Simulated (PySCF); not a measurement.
**A gas-phase reaction: AlF3 + BrH → AlBrF2 + FH**

What reaction energy should one expect for `[F][Al]([F])[F]` + `Br` → `[F][Al]([F])[Br]` + `F`?

Computed with PySCF 2.14.0; each step states its level. No surroundings beyond the atoms listed, unless a continuum is named. Atoms count from 0, parts from 1.

## (1) The system as given

Each species was relaxed by itself at PBE0-D3(BJ)/def2-SVPD.

## (2) Reaction energy: wB97M-D3(BJ)/def2-TZVPD

Job settings and geometry (Å):

```
{"job": {"kind": "react", "xc": "wB97M-D3(BJ)", "basis": "def2-TZVPD"}, "charge": 0, "multiplicity": 1}
-1 AlF3 charge 0 multiplicity 1
F      0.562650     1.525850     0.306270
Al     0.005400    -0.000440     0.002380
F     -0.692990    -0.353640    -1.453700
F      0.153680    -1.174950     1.155380

-1 BrH charge 0 multiplicity 1
Br     0.715090     0.004960     0.006490
H     -0.708580    -0.001740    -0.006770

+1 AlBrF2 charge 0 multiplicity 1
F      0.653870     1.593480    -0.119420
Al    -0.003040     0.070840    -0.105540
F     -0.762910    -0.477340    -1.473860
Br     0.115790    -1.200020     1.708690

+1 FH charge 0 multiplicity 1
F      0.458730    -0.010100    -0.033970
H     -0.458720     0.010100     0.033970
```

With the program's defaults for keys left out, this is: wB97M-D3(BJ)/def2-TZVPD reaction energy of separated species, gas phase.

The run is started by

```
OMP_NUM_THREADS=1 python cluster_run.py task.json out
```

One launch serves the whole session: the jobs run in the order shown.

Log:

```text
species 1 (AlF3)
coarse grid: 22256 points
cycle   1  E = -542.2822902687  dE = -2.680e-03  |g| = 9.263e-01  |ddm| = 1.911e+00
cycle   2  E = -542.2558092516  dE =  2.648e-02  |g| = 1.136e+00  |ddm| = 1.120e+00
cycle   3  E = -542.4264529020  dE = -1.706e-01  |g| = 3.770e-02  |ddm| = 5.588e-01
cycle   4  E = -542.4268247313  dE = -3.718e-04  |g| = 1.055e-02  |ddm| = 5.955e-02
cycle   5  E = -542.4268691015  dE = -4.437e-05  |g| = 2.152e-03  |ddm| = 1.409e-02
cycle   6  E = -542.4268718251  dE = -2.724e-06  |g| = 6.880e-04  |ddm| = 3.659e-03
final grid: 46704 points
cycle   7  E = -542.4269688715  dE = -4.556e-07  |g| = 4.221e-04  |ddm| = 1.409e-03
cycle   8  E = -542.4269688938  dE = -2.227e-08  |g| = 4.029e-04  |ddm| = 5.356e-04
cycle   9  E = -542.4269689153  dE = -2.148e-08  |g| = 5.993e-05  |ddm| = 1.640e-04
cycle  10  E = -542.4269689171  dE = -1.810e-09  |g| = 1.892e-05  |ddm| = 8.407e-05
cycle  11  E = -542.4269689173  dE = -1.548e-10  |g| = 4.555e-06  |ddm| = 2.943e-05
converged SCF energy = -542.4269689173

species 2 (BrH)
coarse grid: 9808 points
cycle   1  E = -2574.7444817984  dE = -1.115e+00  |g| = 2.814e-01  |ddm| = 9.887e-01
cycle   2  E = -2574.7574488405  dE = -1.297e-02  |g| = 1.487e-01  |ddm| = 2.655e-01
cycle   3  E = -2574.7608846322  dE = -3.436e-03  |g| = 8.656e-03  |ddm| = 8.708e-02
cycle   4  E = -2574.7609219970  dE = -3.736e-05  |g| = 2.523e-03  |ddm| = 1.268e-02
cycle   5  E = -2574.7609264274  dE = -4.430e-06  |g| = 6.498e-04  |ddm| = 4.934e-03
final grid: 18448 points
cycle   6  E = -2574.7609111041  dE = -1.922e-07  |g| = 3.884e-04  |ddm| = 9.239e-04
cycle   7  E = -2574.7609111317  dE = -2.763e-08  |g| = 2.730e-04  |ddm| = 3.937e-04
cycle   8  E = -2574.7609111388  dE = -7.073e-09  |g| = 3.378e-05  |ddm| = 1.359e-04
cycle   9  E = -2574.7609111398  dE = -1.025e-09  |g| = 1.120e-05  |ddm| = 6.292e-05
cycle  10  E = -2574.7609111398  dE = -5.502e-11  |g| = 1.704e-06  |ddm| = 1.292e-05
converged SCF energy = -2574.7609111398

species 3 (AlBrF2)
coarse grid: 24288 points
cycle   1  E = -3016.5513391696  dE = -9.190e-01  |g| = 8.432e-01  |ddm| = 2.001e+00
cycle   2  E = -3016.5262645410  dE =  2.507e-02  |g| = 1.042e+00  |ddm| = 1.052e+00
cycle   3  E = -3016.6733915886  dE = -1.471e-01  |g| = 5.259e-02  |ddm| = 5.214e-01
cycle   4  E = -3016.6739681918  dE = -5.766e-04  |g| = 1.765e-02  |ddm| = 6.009e-02
cycle   5  E = -3016.6740708682  dE = -1.027e-04  |g| = 2.942e-03  |ddm| = 2.238e-02
cycle   6  E = -3016.6740772852  dE = -6.417e-06  |g| = 9.633e-04  |ddm| = 6.219e-03
final grid: 48176 points
cycle   7  E = -3016.6740792328  dE = -6.949e-07  |g| = 7.660e-04  |ddm| = 2.066e-03
cycle   8  E = -3016.6740792995  dE = -6.670e-08  |g| = 7.954e-04  |ddm| = 1.006e-03
cycle   9  E = -3016.6740793895  dE = -9.003e-08  |g| = 9.183e-05  |ddm| = 3.725e-04
cycle  10  E = -3016.6740793966  dE = -7.067e-09  |g| = 4.642e-05  |ddm| = 1.743e-04
cycle  11  E = -3016.6740793978  dE = -1.162e-09  |g| = 9.347e-06  |ddm| = 8.970e-05
cycle  12  E = -3016.6740793978  dE = -2.001e-11  |g| = 2.990e-06  |ddm| = 1.107e-05
converged SCF energy = -3016.6740793978

species 4 (FH)
coarse grid: 7776 points
cycle   1  E = -100.4688206265  dE = -9.408e-02  |g| = 4.644e-01  |ddm| = 6.197e-01
cycle   2  E = -100.4725018228  dE = -3.681e-03  |g| = 5.038e-01  |ddm| = 3.808e-01
cycle   3  E = -100.5053153828  dE = -3.281e-02  |g| = 2.574e-02  |ddm| = 1.678e-01
cycle   4  E = -100.5053913603  dE = -7.598e-05  |g| = 5.006e-03  |ddm| = 1.077e-02
cycle   5  E = -100.5053960014  dE = -4.641e-06  |g| = 4.334e-04  |ddm| = 3.766e-03
final grid: 16976 points
cycle   6  E = -100.5053933529  dE = -6.409e-08  |g| = 1.049e-04  |ddm| = 8.213e-04
cycle   7  E = -100.5053933564  dE = -3.453e-09  |g| = 7.889e-05  |ddm| = 2.171e-04
cycle   8  E = -100.5053933572  dE = -8.156e-10  |g| = 2.092e-05  |ddm| = 3.722e-05
converged SCF energy = -100.5053933572

Reaction energy = 5.052 kcal/mol
```

Run time: 26 s. Hardware: 1 thread of Arm Neoverse N1, shared host; peak memory 0.64 GiB.

Species by species (with the dispersion term, which the log's SCF energies lack):

```
 ν           species  energy (Eh)  HOMO (eV)
-1   [F][Al]([F])[F]   -542.42867     -14.39
-1                Br  -2574.76148     -11.15
+1  [F][Al]([F])[Br]  -3016.67646     -11.63
+1                 F   -100.50563     -14.54
```

## (3) Reaction energy: PBE0-D3(BJ)/def2-TZVPD

Settings changed since step 2:

```diff
@@ -1,2 +1,2 @@
-{"job": {"kind": "react", "xc": "wB97M-D3(BJ)", "basis": "def2-TZVPD"}, "charge": 0, "multiplicity": 1}
+{"job": {"kind": "react", "xc": "PBE0", "basis": "def2-TZVPD", "disp": "d3bj"}, "charge": 0, "multiplicity": 1}
 -1 AlF3 charge 0 multiplicity 1
```

Method: PBE0-D3(BJ)/def2-TZVPD reaction energy of separated species, gas phase.

Log:

```text
species 1 (AlF3)
coarse grid: 4888 points
cycle   1  E = -541.7647332876  dE =  1.191e-01  |g| = 9.961e-01  |ddm| = 2.003e+00
cycle   2  E = -541.5032068919  dE =  2.615e-01  |g| = 1.689e+00  |ddm| = 1.470e+00
cycle   3  E = -541.9219563021  dE = -4.187e-01  |g| = 1.772e-02  |ddm| = 9.275e-01
cycle   4  E = -541.9219880135  dE = -3.171e-05  |g| = 8.795e-03  |ddm| = 3.078e-02
cycle   5  E = -541.9219958735  dE = -7.860e-06  |g| = 1.465e-03  |ddm| = 3.174e-03
final grid: 46704 points
cycle   6  E = -541.9337180941  dE = -5.626e-05  |g| = 1.979e-03  |ddm| = 1.426e-02
cycle   7  E = -541.9337178323  dE =  2.618e-07  |g| = 2.283e-03  |ddm| = 1.666e-03
cycle   8  E = -541.9337185367  dE = -7.044e-07  |g| = 4.678e-04  |ddm| = 1.130e-03
cycle   9  E = -541.9337185677  dE = -3.095e-08  |g| = 4.125e-05  |ddm| = 2.128e-04
cycle  10  E = -541.9337185679  dE = -2.423e-10  |g| = 5.157e-06  |ddm| = 3.727e-05
converged SCF energy = -541.9337185679

species 2 (BrH)
coarse grid: 9808 points
cycle   1  E = -2574.4494536113  dE = -1.081e+00  |g| = 2.724e-01  |ddm| = 1.042e+00
cycle   2  E = -2574.4540918650  dE = -4.638e-03  |g| = 1.699e-01  |ddm| = 2.601e-01
cycle   3  E = -2574.4588662070  dE = -4.774e-03  |g| = 3.007e-02  |ddm| = 1.194e-01
cycle   4  E = -2574.4590976880  dE = -2.315e-04  |g| = 4.156e-03  |ddm| = 2.212e-02
cycle   5  E = -2574.4591016905  dE = -4.002e-06  |g| = 1.311e-03  |ddm| = 4.270e-03
final grid: 18448 points
cycle   6  E = -2574.4591028063  dE = -7.034e-08  |g| = 1.375e-03  |ddm| = 2.024e-03
cycle   7  E = -2574.4591028206  dE = -1.433e-08  |g| = 1.399e-03  |ddm| = 1.791e-03
cycle   8  E = -2574.4591030415  dE = -2.209e-07  |g| = 5.149e-05  |ddm| = 8.398e-04
cycle   9  E = -2574.4591030422  dE = -6.785e-10  |g| = 1.026e-05  |ddm| = 4.413e-05
converged SCF energy = -2574.4591030422

species 3 (AlBrF2)
coarse grid: 24288 points
cycle   1  E = -3015.8722265642  dE = -8.482e-01  |g| = 8.787e-01  |ddm| = 2.104e+00
cycle   2  E = -3015.6430200077  dE =  2.292e-01  |g| = 1.525e+00  |ddm| = 1.334e+00
cycle   3  E = -3015.9916306624  dE = -3.486e-01  |g| = 7.138e-02  |ddm| = 8.527e-01
cycle   4  E = -3015.9922552093  dE = -6.245e-04  |g| = 1.787e-02  |ddm| = 6.326e-02
cycle   5  E = -3015.9923099498  dE = -5.474e-05  |g| = 9.369e-03  |ddm| = 2.098e-02
cycle   6  E = -3015.9923296779  dE = -1.973e-05  |g| = 1.274e-03  |ddm| = 8.830e-03
cycle   7  E = -3015.9923300060  dE = -3.281e-07  |g| = 3.403e-04  |ddm| = 1.348e-03
final grid: 48176 points
cycle   8  E = -3015.9923289544  dE = -2.348e-07  |g| = 3.646e-04  |ddm| = 1.277e-03
cycle   9  E = -3015.9923289529  dE =  1.466e-09  |g| = 3.995e-04  |ddm| = 5.078e-04
cycle  10  E = -3015.9923289718  dE = -1.885e-08  |g| = 5.992e-05  |ddm| = 2.470e-04
cycle  11  E = -3015.9923289723  dE = -5.239e-10  |g| = 1.222e-05  |ddm| = 3.209e-05
converged SCF energy = -3015.9923289723

species 4 (FH)
coarse grid: 1712 points
cycle   1  E = -100.3540827340  dE = -3.605e-02  |g| = 4.957e-01  |ddm| = 6.253e-01
cycle   2  E = -100.3145659643  dE =  3.952e-02  |g| = 7.430e-01  |ddm| = 5.125e-01
cycle   3  E = -100.3938045802  dE = -7.924e-02  |g| = 2.284e-02  |ddm| = 2.892e-01
cycle   4  E = -100.3938801436  dE = -7.556e-05  |g| = 4.205e-03  |ddm| = 9.787e-03
cycle   5  E = -100.3938821272  dE = -1.984e-06  |g| = 3.555e-04  |ddm| = 1.247e-03
final grid: 16976 points
cycle   6  E = -100.3948395281  dE = -1.853e-05  |g| = 3.983e-03  |ddm| = 7.477e-03
cycle   7  E = -100.3948376191  dE =  1.909e-06  |g| = 5.476e-03  |ddm| = 3.341e-03
cycle   8  E = -100.3948416747  dE = -4.056e-06  |g| = 9.971e-05  |ddm| = 2.005e-03
cycle   9  E = -100.3948416760  dE = -1.289e-09  |g| = 1.782e-05  |ddm| = 3.939e-05
cycle  10  E = -100.3948416761  dE = -4.786e-11  |g| = 3.050e-06  |ddm| = 1.027e-05
converged SCF energy = -100.3948416761

Reaction energy = 3.059 kcal/mol
```

Wall time 12 s (1 thread of Arm Neoverse N1, shared host); peak memory 0.61 GiB.

Reaction energy at this level: 3.06 kcal/mol.

## (4) Energies of the species: MP2/def2-TZVPD

Settings changed since step 3:

```diff
@@ -1,2 +1,2 @@
-{"job": {"kind": "react", "xc": "PBE0", "basis": "def2-TZVPD", "disp": "d3bj"}, "charge": 0, "multiplicity": 1}
+{"job": {"kind": "react", "xc": "MP2", "basis": "def2-TZVPD"}, "charge": 0, "multiplicity": 1}
 -1 AlF3 charge 0 multiplicity 1
```

Method: MP2/def2-TZVPD reaction energy of separated species, gas phase.

Log:

```text
species 1 (AlF3)
final grid: 46704 points
cycle   1  E = -540.5100142863  dE = -2.163e-01  |g| = 7.943e-01  |ddm| = 1.870e+00
cycle   2  E = -540.5792586586  dE = -6.924e-02  |g| = 5.377e-01  |ddm| = 6.727e-01
cycle   3  E = -540.6165909781  dE = -3.733e-02  |g| = 3.149e-02  |ddm| = 2.624e-01
cycle   4  E = -540.6169504839  dE = -3.595e-04  |g| = 7.445e-03  |ddm| = 5.003e-02
cycle   5  E = -540.6169799958  dE = -2.951e-05  |g| = 2.318e-03  |ddm| = 1.106e-02
cycle   6  E = -540.6169834573  dE = -3.462e-06  |g| = 6.254e-04  |ddm| = 3.400e-03
cycle   7  E = -540.6169836627  dE = -2.054e-07  |g| = 1.250e-04  |ddm| = 7.361e-04
cycle   8  E = -540.6169836671  dE = -4.397e-09  |g| = 2.209e-05  |ddm| = 1.075e-04
cycle   9  E = -540.6169836672  dE = -1.371e-10  |g| = 9.911e-06  |ddm| = 2.304e-05
converged SCF energy = -540.6169836672

species 2 (BrH)
final grid: 18448 points
cycle   1  E = -2572.9852623410  dE = -1.144e+00  |g| = 2.202e-01  |ddm| = 9.640e-01
cycle   2  E = -2572.9999186729  dE = -1.466e-02  |g| = 7.760e-02  |ddm| = 2.157e-01
cycle   3  E = -2573.0014424405  dE = -1.524e-03  |g| = 1.588e-02  |ddm| = 5.815e-02
cycle   4  E = -2573.0016143395  dE = -1.719e-04  |g| = 5.005e-03  |ddm| = 1.886e-02
cycle   5  E = -2573.0016334651  dE = -1.913e-05  |g| = 1.691e-03  |ddm| = 6.805e-03
cycle   6  E = -2573.0016348681  dE = -1.403e-06  |g| = 3.418e-04  |ddm| = 2.059e-03
cycle   7  E = -2573.0016349417  dE = -7.362e-08  |g| = 5.979e-05  |ddm| = 6.414e-04
cycle   8  E = -2573.0016349431  dE = -1.433e-09  |g| = 8.468e-06  |ddm| = 8.660e-05
cycle   9  E = -2573.0016349432  dE = -3.365e-11  |g| = 1.310e-06  |ddm| = 1.889e-05
converged SCF energy = -2573.0016349432

species 3 (AlBrF2)
final grid: 48176 points
cycle   1  E = -3013.4494616883  dE = -1.066e+00  |g| = 7.130e-01  |ddm| = 1.951e+00
cycle   2  E = -3013.5119520734  dE = -6.249e-02  |g| = 4.906e-01  |ddm| = 6.653e-01
cycle   3  E = -3013.5444278060  dE = -3.248e-02  |g| = 3.494e-02  |ddm| = 2.487e-01
cycle   4  E = -3013.5449477262  dE = -5.199e-04  |g| = 1.070e-02  |ddm| = 6.152e-02
cycle   5  E = -3013.5449972888  dE = -4.956e-05  |g| = 2.768e-03  |ddm| = 1.526e-02
cycle   6  E = -3013.5450027356  dE = -5.447e-06  |g| = 7.155e-04  |ddm| = 5.638e-03
cycle   7  E = -3013.5450031576  dE = -4.220e-07  |g| = 2.365e-04  |ddm| = 1.373e-03
cycle   8  E = -3013.5450031882  dE = -3.062e-08  |g| = 7.984e-05  |ddm| = 3.622e-04
cycle   9  E = -3013.5450031912  dE = -2.975e-09  |g| = 1.940e-05  |ddm| = 1.027e-04
cycle  10  E = -3013.5450031915  dE = -3.492e-10  |g| = 4.359e-06  |ddm| = 4.042e-05
converged SCF energy = -3013.5450031915

species 4 (FH)
final grid: 16976 points
cycle   1  E = -100.0371204652  dE = -1.649e-01  |g| = 4.007e-01  |ddm| = 6.032e-01
cycle   2  E = -100.0578880363  dE = -2.077e-02  |g| = 2.336e-01  |ddm| = 2.533e-01
cycle   3  E = -100.0646343174  dE = -6.746e-03  |g| = 2.356e-02  |ddm| = 8.091e-02
cycle   4  E = -100.0647517432  dE = -1.174e-04  |g| = 6.199e-03  |ddm| = 1.253e-02
cycle   5  E = -100.0647674543  dE = -1.571e-05  |g| = 1.459e-03  |ddm| = 5.121e-03
cycle   6  E = -100.0647687272  dE = -1.273e-06  |g| = 2.290e-04  |ddm| = 1.848e-03
cycle   7  E = -100.0647687616  dE = -3.438e-08  |g| = 1.958e-05  |ddm| = 4.211e-04
cycle   8  E = -100.0647687618  dE = -1.855e-10  |g| = 2.360e-06  |ddm| = 2.495e-05
converged SCF energy = -100.0647687618

Reaction energy = 4.379 kcal/mol
```

Wall time 6.9 s (1 thread of Arm Neoverse N1, shared host); peak memory 0.41 GiB.

Reaction energy at this level: 4.38 kcal/mol.

## (5) Side by side

Energies in kcal/mol, with wall time:

```
                    run  reaction   time
wB97M-D3(BJ)/def2-TZVPD      5.05   26 s
 PBE0-D3(BJ)/def2-TZVPD      3.06   12 s
         MP2/def2-TZVPD      4.38  6.9 s
```

## (6) Summary of results

```
                                                quantity                  value
               reaction energy (wB97M-D3(BJ)/def2-TZVPD)          5.05 kcal/mol
                     ΔH, ΔG at 298 K (xTB thermal terms)    +6.6, +6.0 kcal/mol
range of the reaction energy over the runs of this table  3.06 to 5.05 kcal/mol
```

What this shows: The reaction is endothermic by 6.6 kcal/mol in the gas phase; dispersion gives -0.22, and xTB itself gave 10.86 for the electronic energy (xTB energies and thermal terms come from the earlier relaxation of each species, not shown). No barrier was sought. The reaction energy runs from 3.06 (PBE0-D3(BJ)/def2-TZVPD) to 5.05 kcal/mol (wB97M-D3(BJ)/def2-TZVPD).
